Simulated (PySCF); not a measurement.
# How the numerical set-up moves the result for CaCl2

The method stays; parts of the set-up, such as the basis or the Hamiltonian, are changed.

Method: method and basis as typed in the scripts; program: PySCF 2.14.0.

2 further runs of the same task are left out: 2 that didn't finish. Runs told in other sessions of the task aren't counted.

## 1. The starting structure

CaCl2: 3 atoms, charge 0, spin multiplicity 1.

Bond lengths: Ca1–Cl2 2.529 Å, Ca1–Cl3 2.529 Å. Angles: Cl2–Ca1–Cl3 180.0°.

As a file:

```
atom    x (Å)    y (Å)     z (Å)
 Ca1  0.00000  0.00000   0.00000
 Cl2  0.00000  0.00000   2.52940
 Cl3  0.00000  0.00000  -2.52940
```

## 2. The run that the others are compared with

input.py reads:

```python
from pyscf import gto, scf, mp

mol = gto.M(
    atom='Ca 0 0 0; Cl 0 0 2.5294; Cl 0 0 -2.5294',
    basis='def2-svp',
    charge=0,
    spin=0,
    verbose=4,
)
mf = scf.RHF(mol)
mf.kernel()
mp.MP2(mf).kernel()
mf.dip_moment()
print('orbital energies (hartree):', mf.mo_energy[..., max(0, mol.nelec[1]-3):mol.nelec[0]+3].round(4))
```

The run is started by

```
$ OMP_NUM_THREADS=1 python input.py
```

Its log is not repeated here.

## 3. 6-31+g*

Variant 1 changes basis set: def2-svp → 6-31+g*.

Edit input.py of step 2 so:

```diff
@@ -4,3 +4,3 @@
     atom='Ca 0 0 0; Cl 0 0 2.5294; Cl 0 0 -2.5294',
-    basis='def2-svp',
+    basis='6-31+g*',
     charge=0,
```

## 4. Cc-pvdz-dk (X2C on)

Variant 2 changes basis set: def2-svp → cc-pvdz-dk; spin-free X2C: off → on.

Edit input.py of step 2 so:

```diff
@@ -4,3 +4,3 @@
     atom='Ca 0 0 0; Cl 0 0 2.5294; Cl 0 0 -2.5294',
-    basis='def2-svp',
+    basis='cc-pvdz-dk',
     charge=0,
@@ -10,2 +10,3 @@
 mf = scf.RHF(mol)
+mf = mf.sfx2c1e()
 mf.kernel()
```

Before running it: what results should come out? Wanted: for each run, E(SCF); from base; gap; SCF dipole; after the SCF.

The runs gave:

```csv
run,E(SCF) (hartree),from base (eV),cycles,gap (eV),SCF dipole (D),functions,after the SCF
base,-1595.579742,0,9,10.94,0.00,60,MP2 correlation -10.676 eV
6-31+g*,-1595.859665,-7.6171,8,11.01,0.00,70,MP2 correlation -7.951 eV
cc-pvdz-dk (X2C on),-1601.651151,not comparable,9,11.06,0.00,63,MP2 correlation -10.152 eV
```

In words: 6-31+g* (70 functions) gives an energy 7.62 eV lower than def2-svp (60).
